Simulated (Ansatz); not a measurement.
**SnSbH5 (SMILES [SnH3][SbH2]): one structure at several levels**

An exercise on one series of results from a longer session: the logs are not shown, and one member is left open.

Method: single points in def2-TZVPP; program: Ansatz 0.2.0, Gaussian basis.

Cores are frozen in the correlated methods. Filled d shells of the heavier atoms are correlated. Core potentials replace the inner electrons past krypton, and spin-orbit coupling is left out.

### The system as given

7 atoms, charge 0, spin multiplicity 1.

Atoms are counted from 1 here; the program's logs count them from 0.

Bond lengths: Sn1–Sb2 2.707 Å, Sn1–H3 1.609 Å, Sn1–H4 1.654 Å, Sn1–H5 1.691 Å, Sb2–H6 1.668 Å, Sb2–H7 1.685 Å. Angles: Sb2–Sn1–H3 109.7°, Sb2–Sn1–H4 112.6°, Sb2–Sn1–H5 118.9°, H3–Sn1–H4 112.4°, H3–Sn1–H5 101.2°, H4–Sn1–H5 101.5°, Sn1–Sb2–H6 93.4°, Sn1–Sb2–H7 90.9°, H6–Sb2–H7 90.1°.

Coordinates:

```xyz
7

Sn   -0.7296   -0.4849   -0.3478
Sb    1.5312    0.0019    1.0590
H    -1.9009   -0.9495    0.6529
H    -0.4914   -1.5617   -1.5811
H    -1.4793    0.7968   -1.1574
H     0.9071    1.3725    1.7765
H     2.1460    0.9371   -0.2011
```

The first run:

run/in.yaml

```yaml
crystal:
  periodic: [false, false, false]
  atoms:
    - {symbol: Sn, position_ang: [-0.729600, -0.484900, -0.347800]}
    - {symbol: Sb, position_ang: [1.531200, 0.001900, 1.059000]}
    - {symbol: H, position_ang: [-1.900900, -0.949500, 0.652900]}
    - {symbol: H, position_ang: [-0.491400, -1.561700, -1.581100]}
    - {symbol: H, position_ang: [-1.479300, 0.796800, -1.157400]}
    - {symbol: H, position_ang: [0.907100, 1.372500, 1.776500]}
    - {symbol: H, position_ang: [2.146000, 0.937100, -0.201100]}
basis:
  gaussian: {orbitals: def2-TZVPP}
correlation: {method: ccsd_t}
output: {forces: true}
```

No record of the launch command was kept for these runs.

Steps of the session up to this table: CCSD(T)/def2-TZVPP; PBE0-D4/def2-TZVPP; wB97M-V/def2-TZVPP; r2SCAN-D4/def2-TZVPP; PBE-D4/def2-TZVPP; SPW92/def2-TZVPP; r2SCANh-D4/def2-TZVPP.

One of the session's tables, all rows but one given; the rest of the session is left out.

| method | RMS force component (eV/Å) | angle to CCSD(T) forces (°) | dipole (D) |
| --- | --- | --- | --- |
| CCSD(T) | 0.515 | reference | 0.61 |
| PBE0-D4 | 0.571 | 7.7 | 0.63 |
| wB97M-V | 0.521 | 3.5 | 0.64 |
| r2SCAN-D4 | 0.567 | 8.3 | 0.63 |
| PBE-D4 | ? | ? | ? |
| SPW92 | 0.563 | 16.4 | 0.55 |
| r2SCANh-D4 | 0.548 | 5.7 | 0.62 |

Estimate the missing values for PBE-D4.

**Answer.** RMS force component (eV/Å): 0.653; angle to CCSD(T) forces (°): 16.3; dipole (D): 0.69. In the column «RMS force component (eV/Å)» it is the highest.
